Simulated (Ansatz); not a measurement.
## MnAs (distorted cell): a check of forces and pressure against finite differences, step by step

Computed with the Python package of Ansatz (0.2.0).

At the Python prompt:
```pycon
>>> import warnings
>>> import ansatz as az
>>> import numpy as np
>>> XC = "PBEsol"
>>> VDW = "d4"
>>> CUTOFF = 540
>>> MESH = (5, 5, 3)
>>> TOLERANCE = 1e-09
>>> VECTORS = np.array([
...     [3.7074, 0.0205, 0.0127],
...     [-1.83595, 3.23443, 0.02595],
...     [0.01949, 0.05721, 5.7507],
... ])
>>> SITES = [
...     ("Mn", (0.00356, 0.99852, 0.99267), 5.2),
...     ("Mn", (0.99235, 0.99784, 0.50276), 5.2),
...     ("As", (0.32993, 0.66051, 0.24784), 0.0),
...     ("As", (0.6769, 0.33763, 0.75103), 0.0),
... ]
>>> def build(cell):
...     crystal = az.Crystal(lattice=az.Lattice.of(cell))
...     for symbol, position, moment in SITES:
...         crystal = crystal.atom(symbol, position, moment=moment or None)
...     return crystal
...
>>> warnings.simplefilter("ignore", az.DeckWarning)
>>> def solve(crystal):
...     return (
...         crystal.calculation()
...         .functional(XC, dispersion=VDW)
...         .occupations(az.OccupationsMethod.METHFESSEL_PAXTON)
...         .spin("collinear")
...         .eigensolver("davidson", mixed_precision=False)
...         .basis(CUTOFF, xc_grid=2)
...         .kpoints(*MESH)
...         .scf(tolerance=TOLERANCE)
...         .forces()
...         .stress()
...         .run(threads=1)
...     ).report
...
>>> centre = solve(build(VECTORS))

>>> start = build(VECTORS)
>>> # central difference: F = -(E(+h) - E(-h)) / 2h
>>> print(f"force on atom 3 along y: analytic {centre['forces_ev_ang'][3][1]:.4f} eV/A")
force on atom 3 along y: analytic -0.0761 eV/A
>>> for h in (0.005, 0.02):
...     shift = np.eye(3)[1] * h @ np.linalg.inv(VECTORS)
...     plus, minus = (solve(start.move(3, to=np.array(SITES[3][1]) + sign * shift))["lagrangian_ev"] for sign in (1, -1))
...     print(f"  step {h} A: numerical {-(plus - minus) / (2 * h):.4f} eV/A")
...
  step 0.005 A: numerical -0.0762 eV/A
  step 0.02 A: numerical -0.0767 eV/A
>>> # P = -dF/dV; the difference feels the change of the plane-wave count with the cell
>>> volume = abs(np.linalg.det(VECTORS))
>>> larger, smaller = (solve(build(VECTORS * (1 + sign * 0.005) ** (1 / 3)))["lagrangian_ev"] for sign in (1, -1))
>>> numerical = -(larger - smaller) / (0.01 * volume) * 160.21766
>>> print(f"pressure: analytic {np.trace(centre['stress_gpa']) / 3:.3f}, numerical {numerical:.3f} GPa")
pressure: analytic -10.142, numerical -10.154 GPa
```

Reading the output:
- These settings explore the input space; cutoff and mesh may be short of convergence.
- The magnetic order follows from the starting moments and needn't be the lowest.
- Dispersion corrections can be off by several per cent in the lattices of metals, and by several GPa in the pressure at a fixed cell.
- The mesh is modest for a metal, so energies can be off by several to tens of meV an atom and pressures by half a GPa or more; differences at equal mesh fare better.
- The program warned that this SCF threshold is loose for forces or stresses.
- Of the deposited cell: the entry's cell lengths or inner coordinates differ somewhat from later room-temperature determinations.
- Pressure is positive in compression.
- The cell is a database structure, distorted on purpose.
- The central difference errs as the square of the step, so the shorter step is the fairer test; what remains comes from the finite grid and the SCF threshold.
- The script silences the warnings on its input, which a real study should read.
- Finished in 12 min on 1 thread of Arm Neoverse V2 (shared host), peak memory 0.63 GiB.

(Lines on the test bed's own set-up are left out of the output.)
